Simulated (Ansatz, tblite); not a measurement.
# The cluster Sn13H18O: removing and adding an electron, part 3 of 3

What does removing or adding an electron cost or gain for the cluster Sn13H18O? Each charged state is run at several levels.

Ansatz 0.2.0, Gaussian basis; as each input shows. The steps go on from the part before.

## Step 7: Charge +1 doublet, PBE0-D4/def2-TZVP

Contents of in.yaml:

```yaml
crystal:
  periodic: [false, false, false]
  atoms:
    - {symbol: Sn, position_ang: [1.017834, -2.785225, -0.355251]}
    - {symbol: Sn, position_ang: [-3.312031, 3.138248, -1.931858]}
    - {symbol: Sn, position_ang: [0.667408, -0.589909, -2.746445]}
    - {symbol: Sn, position_ang: [-3.551829, -1.059579, 0.205838]}
    - {symbol: Sn, position_ang: [0.627849, -0.589735, 3.494670]}
    - {symbol: Sn, position_ang: [0.482098, 1.343448, -0.537051]}
    - {symbol: Sn, position_ang: [4.765549, -0.785828, 0.872684]}
    - {symbol: Sn, position_ang: [-3.352122, 0.341115, -2.219559]}
    - {symbol: Sn, position_ang: [-1.695889, -2.821077, 1.191538]}
    - {symbol: Sn, position_ang: [2.490772, -2.017914, 1.958051]}
    - {symbol: Sn, position_ang: [-0.755694, 3.813785, -1.015981]}
    - {symbol: Sn, position_ang: [4.218180, -1.182494, -1.915386]}
    - {symbol: Sn, position_ang: [-1.175311, 0.296004, 1.519117]}
    - {symbol: O, position_ang: [2.247990, -1.752199, -1.792281]}
    - {symbol: H, position_ang: [-0.214188, -1.863519, -1.417701]}
    - {symbol: H, position_ang: [0.948627, -4.343008, -1.074981]}
    - {symbol: H, position_ang: [-4.561593, 3.500392, -0.817100]}
    - {symbol: H, position_ang: [-3.711460, 3.779347, -3.470075]}
    - {symbol: H, position_ang: [-4.833640, -0.514952, 1.220412]}
    - {symbol: H, position_ang: [0.021692, -1.608886, 4.730705]}
    - {symbol: H, position_ang: [1.441311, 0.760972, 4.169794]}
    - {symbol: H, position_ang: [1.981761, 1.598998, 0.305710]}
    - {symbol: H, position_ang: [6.202064, -1.596355, 1.328483]}
    - {symbol: H, position_ang: [4.871579, 0.884587, 1.239614]}
    - {symbol: H, position_ang: [-1.793579, -0.214506, -2.809666]}
    - {symbol: H, position_ang: [-4.492655, -0.333376, -3.311634]}
    - {symbol: H, position_ang: [-2.248498, -2.957798, 2.843296]}
    - {symbol: H, position_ang: [2.900121, -3.588906, 2.536666]}
    - {symbol: H, position_ang: [0.057802, 4.728355, -2.216756]}
    - {symbol: H, position_ang: [-0.894921, 4.739786, 0.420086]}
    - {symbol: H, position_ang: [3.837052, 0.290495, -2.801421]}
    - {symbol: H, position_ang: [-2.186280, 1.389745, 2.396471]}
basis:
  gaussian: {orbitals: def2-TZVP, fitting: {mean_field: def2-universal-jkfit}, initial_orbitals: start.molden}
total_charge: 1
magnetization: {spin_polarized: true, initial_magnetization: 1}
hamiltonian: {xc: pbe0, dispersion: d4}
scf: {omitted_lower_state_checks: [starts]}
output: {orbitals: {seedname: orbitals}}
```

The run is started by

```sh
$ ansatz run in.yaml --threads 2 --pin off --events-out ev --progress --plain --max-ram 32768MiB --backend cuda --devices 0, --max-vram 18GiB
```

Standard output, shortened:

```text
Functional definition: PBE0
  name "PBE0"
  cite "Adamo & Barone, J. Chem. Phys. 110, 6158 (1999) doi:10.1063/1.478522"
  cite "Perdew, Burke & Ernzerhof, Phys. Rev. Lett. 77, 3865 (1996) doi:10.1103/PhysRevLett.77.3865"
  parent pbe
[...]
3235 factors; integrals over basis functions are off by at most 8.7e-1 eV
[...]
mean field -78150.45175379 eV, -2871.9761296729 hartree, gradient 1.5e-5 eV, S^2 0.754563; 0 other end points of the search recorded, 0 dependent functions left out
reference -78150.45184958 eV, -2871.9761331932 hartree; 156, 155 occupied and 633, 634 virtual orbitals, 3235 factors
Total energy: -78152.43400832 eV, -2872.0489761833 hartree
Checks for a lower state left out: starts
```

Wall time 13 s (1 × H100 (card shared with other runs) with 2 threads of AMD EPYC 7R13, shared host); peak host memory 1.3 GiB.

HOMO -8.79 eV, LUMO -6.47 eV (over both spins); ⟨S²⟩ 0.755 (pure: 0.75).

## Step 8: Charge +1 doublet, PBE-D4/def2-TZVP

in.yaml, as its differences from that of step 7:

```diff
@@ -39,3 +39,3 @@
 magnetization: {spin_polarized: true, initial_magnetization: 1}
-hamiltonian: {xc: pbe0, dispersion: d4}
+hamiltonian: {xc: pbe, dispersion: d4}
 scf: {omitted_lower_state_checks: [starts]}
```

The command is unchanged.

Standard output, shortened:

```text
Functional definition: PBE
  name "PBE"
  cite "Perdew, Burke & Ernzerhof, Phys. Rev. Lett. 77, 3865 (1996) doi:10.1103/PhysRevLett.77.3865"
  parent pbe
[...]
3235 factors; integrals over basis functions are off by at most 8.7e-1 eV
[...]
mean field -78146.97198242 eV, -2871.8482504340 hartree, gradient 2.7e-5 eV, S^2 0.752184; 0 other end points of the search recorded, 0 dependent functions left out
reference -78146.97211103 eV, -2871.8482551603 hartree; 156, 155 occupied and 633, 634 virtual orbitals, 3235 factors
Total energy: -78149.14485161 eV, -2871.9281019037 hartree
Checks for a lower state left out: starts
```

It took 12 s on 1 × H100 (card shared with other runs) with 2 threads of AMD EPYC 7R13, shared host; peak host memory 1.3 GiB.

Report: HOMO -7.89 eV, LUMO -7.19 eV (over both spins); ⟨S²⟩ 0.752 (pure: 0.75).

## Step 9: Adiabatic ionisation energy

Charged state less starting state, singlet to doublet; the starting state's energies are those of its earlier runs.

| level | adiabatic ionisation energy (eV) | time |
| --- | --- | --- |
| PBE-D4/def2-TZVP | +5.86 | 25 s |
| PBE0-D4/def2-TZVP | +5.67 | 28 s |

Times add the two runs; a level without a time comes out of a correlated run.

## Step 10: Charge -1 doublet at the fixed geometry, PBE0-D4/def2-TZVP

Contents of in.yaml:

```yaml
crystal:
  periodic: [false, false, false]
  atoms:
    - {symbol: Sn, position_ang: [0.738886, -3.321518, 0.327303]}
    - {symbol: Sn, position_ang: [-2.217950, 2.618518, -2.846489]}
    - {symbol: Sn, position_ang: [0.237420, -0.623763, -2.272237]}
    - {symbol: Sn, position_ang: [-3.415048, -0.616523, 0.446486]}
    - {symbol: Sn, position_ang: [0.734100, -0.871174, 3.372664]}
    - {symbol: Sn, position_ang: [0.957392, 1.387763, -0.085094]}
    - {symbol: Sn, position_ang: [4.501089, -0.640713, -0.034137]}
    - {symbol: Sn, position_ang: [-3.782536, 0.386531, -2.142431]}
    - {symbol: Sn, position_ang: [-1.730996, -2.506731, 1.429141]}
    - {symbol: Sn, position_ang: [2.765010, -1.992057, 1.771518]}
    - {symbol: Sn, position_ang: [-0.527881, 3.665589, -0.862279]}
    - {symbol: Sn, position_ang: [3.631575, 0.780308, -2.472714]}
    - {symbol: Sn, position_ang: [-1.306153, 0.671483, 1.977455]}
    - {symbol: O, position_ang: [2.078113, -0.477144, -2.936012]}
    - {symbol: H, position_ang: [0.524798, -2.489544, -1.245962]}
    - {symbol: H, position_ang: [0.583888, -4.966374, -0.173621]}
    - {symbol: H, position_ang: [-3.332568, 3.714765, -3.572514]}
    - {symbol: H, position_ang: [-1.238574, 2.012012, -4.136321]}
    - {symbol: H, position_ang: [-4.813602, -0.556355, 1.449613]}
    - {symbol: H, position_ang: [0.230382, -2.064734, 4.519223]}
    - {symbol: H, position_ang: [1.290759, 0.465582, 4.319904]}
    - {symbol: H, position_ang: [1.955746, 1.814952, 1.271728]}
    - {symbol: H, position_ang: [5.564026, -1.986745, -0.324007]}
    - {symbol: H, position_ang: [5.400280, 0.285152, 1.130417]}
    - {symbol: H, position_ang: [-3.561771, -0.937351, -3.217641]}
    - {symbol: H, position_ang: [-5.466405, 0.761260, -2.134904]}
    - {symbol: H, position_ang: [-2.278562, -3.215342, 2.898779]}
    - {symbol: H, position_ang: [3.454794, -3.268223, 2.724028]}
    - {symbol: H, position_ang: [0.323390, 4.947199, -1.642251]}
    - {symbol: H, position_ang: [-1.535252, 4.381262, 0.335943]}
    - {symbol: H, position_ang: [2.441836, 1.827513, -1.354914]}
    - {symbol: H, position_ang: [-2.206187, 0.814413, 3.479314]}
basis:
  gaussian: {orbitals: def2-TZVP, fitting: {mean_field: def2-universal-jkfit}}
total_charge: -1
magnetization: {spin_polarized: true, initial_magnetization: 1}
hamiltonian: {xc: pbe0, dispersion: d4}
scf: {omitted_lower_state_checks: [starts]}
output: {orbitals: {seedname: orbitals}}
```

Launched as before.

Standard output, shortened:

```text
Functional definition: PBE0
  name "PBE0"
  cite "Adamo & Barone, J. Chem. Phys. 110, 6158 (1999) doi:10.1063/1.478522"
  cite "Perdew, Burke & Ernzerhof, Phys. Rev. Lett. 77, 3865 (1996) doi:10.1103/PhysRevLett.77.3865"
  parent pbe
[...]
3235 factors; integrals over basis functions are off by at most 8.7e-1 eV
[...]
mean field -78157.86728802 eV, -2872.2486455294 hartree, gradient 8.4e-6 eV, S^2 0.761579; 0 other end points of the search recorded, 0 dependent functions left out
reference -78157.86738431 eV, -2872.2486490680 hartree; 157, 156 occupied and 632, 633 virtual orbitals, 3235 factors
Total energy: -78159.96015808 eV, -2872.3255570855 hartree
Checks for a lower state left out: starts
```

It took 25 s on 1 × H100 (card shared with other runs) with 2 threads of AMD EPYC 7R13, shared host; peak host memory 1.5 GiB.

Report: HOMO -0.86 eV, LUMO 0.12 eV (over both spins); ⟨S²⟩ 0.762 (pure: 0.75).

## Step 11: Charge -1 doublet at the fixed geometry, PBE-D4/def2-TZVP

in.yaml, as its differences from that of step 10:

```diff
@@ -36,6 +36,6 @@
 basis:
-  gaussian: {orbitals: def2-TZVP, fitting: {mean_field: def2-universal-jkfit}}
+  gaussian: {orbitals: def2-TZVP, fitting: {mean_field: def2-universal-jkfit}, initial_orbitals: start.molden}
 total_charge: -1
 magnetization: {spin_polarized: true, initial_magnetization: 1}
-hamiltonian: {xc: pbe0, dispersion: d4}
+hamiltonian: {xc: pbe, dispersion: d4}
 scf: {omitted_lower_state_checks: [starts]}
```

Launched as before.

Standard output, shortened:

```text
Functional definition: PBE
  name "PBE"
  cite "Perdew, Burke & Ernzerhof, Phys. Rev. Lett. 77, 3865 (1996) doi:10.1103/PhysRevLett.77.3865"
  parent pbe
[...]
3235 factors; integrals over basis functions are off by at most 8.7e-1 eV
[...]
mean field -78154.63185361 eV, -2872.1297455081 hartree, gradient 9.3e-6 eV, S^2 0.752764; 0 other end points of the search recorded, 0 dependent functions left out
reference -78154.63197867 eV, -2872.1297501038 hartree; 157, 156 occupied and 632, 633 virtual orbitals, 3235 factors
Total energy: -78156.92317779 eV, -2872.2139501186 hartree
Checks for a lower state left out: starts
```

It took 25 s on 1 × H100 (card shared with other runs) with 2 threads of AMD EPYC 7R13, shared host; peak host memory 1.5 GiB.

From the report: HOMO -0.44 eV, LUMO -0.40 eV (over both spins); ⟨S²⟩ 0.753 (pure: 0.75).

## Step 12: Charge -1 doublet at the fixed geometry, LDA/def2-TZVP

in.yaml, as its differences from that of step 11:

```diff
@@ -39,3 +39,3 @@
 magnetization: {spin_polarized: true, initial_magnetization: 1}
-hamiltonian: {xc: pbe, dispersion: d4}
+hamiltonian: {xc: lda}
 scf: {omitted_lower_state_checks: [starts]}
```

Launched as before.

Standard output, shortened:

```text
Functional definition: SPW92
  name "SPW92"
  cite "Dirac, Proc. Camb. Phil. Soc. 26, 376 (1930) doi:10.1017/S0305004100016108"
  cite "Slater, Phys. Rev. 81, 385 (1951) doi:10.1103/PhysRev.81.385"
  cite "Perdew & Wang, Phys. Rev. B 45, 13244 (1992) doi:10.1103/PhysRevB.45.13244"
[...]
3235 factors; integrals over basis functions are off by at most 8.7e-1 eV
[...]
mean field -78023.65071419 eV, -2867.3162774167 hartree, gradient 2.2e-6 eV, S^2 0.750923; 0 other end points of the search recorded, 0 dependent functions left out
reference -78023.65083044 eV, -2867.3162816888 hartree; 157, 156 occupied and 632, 633 virtual orbitals, 3235 factors
Total energy: -78023.65083044 eV, -2867.3162816888 hartree
Checks for a lower state left out: starts
```

Run time: 22 s. Hardware: 1 × H100 (card shared with other runs) with 2 threads of AMD EPYC 7R13, shared host; peak host memory 1.4 GiB.

From the report: HOMO -0.61 eV, LUMO -0.62 eV (over both spins; with the spin held, an empty level of the minority spin lies below the top filled one); ⟨S²⟩ 0.751 (pure: 0.75).

## Step 13: Vertical electron affinity

Starting state less charged state (positive: the electron is bound), singlet to doublet; the starting state's energies are those of its earlier runs.

| level | vertical electron affinity (eV) | time |
| --- | --- | --- |
| LDA/def2-TZVP | +2.04 | 31 s |
| PBE-D4/def2-TZVP | +1.92 | 38 s |
| PBE0-D4/def2-TZVP | +1.86 | 40 s |

Times add the two runs; a level without a time comes out of a correlated run.

Beside −ε(LUMO) of the starting state:

| level | −ε(LUMO) (eV) | by difference (eV) | mismatch (eV) |
| --- | --- | --- | --- |
| LDA/def2-TZVP | 3.49 | 2.04 | +1.45 |
| PBE-D4/def2-TZVP | 3.29 | 1.92 | +1.37 |
| PBE0-D4/def2-TZVP | 2.74 | 1.86 | +0.89 |

## Step 14: What came out

What follows sums up all 3 parts.

| quantity | value |
| --- | --- |
| vertical ionisation energy, functionals in def2-TZVP | 6.54 (PBE-D4) to 6.71 eV (PBE0-D4) |
| adiabatic ionisation energy, functionals in def2-TZVP | 5.67 (PBE0-D4) to 5.86 eV (PBE-D4) |
| vertical electron affinity, functionals in def2-TZVP | 1.86 (PBE0-D4) to 2.04 eV (LDA) |
| relaxation of the cation side, PBE-D4/def2-TZVP | 0.68 eV |

**Reading.** The vertical ionisation energy spans 6.54 to 6.71 eV over the functionals. −ε(HOMO) misses the level's own difference by -1.04 eV at best (PBE0-D4) and -1.53 eV at worst (PBE-D4). The adiabatic ionisation energy spans 5.67 to 5.86 eV over the functionals. The vertical electron affinity spans 1.86 to 2.04 eV over the functionals. −ε(LUMO) misses the level's own difference by +0.89 eV at best (PBE0-D4) and +1.45 eV at worst (LDA). Relaxing the oxidised state gains 0.68 eV at PBE-D4/def2-TZVP. Some contacts opened when a charged state relaxed, so the adiabatic value holds a change of structure.
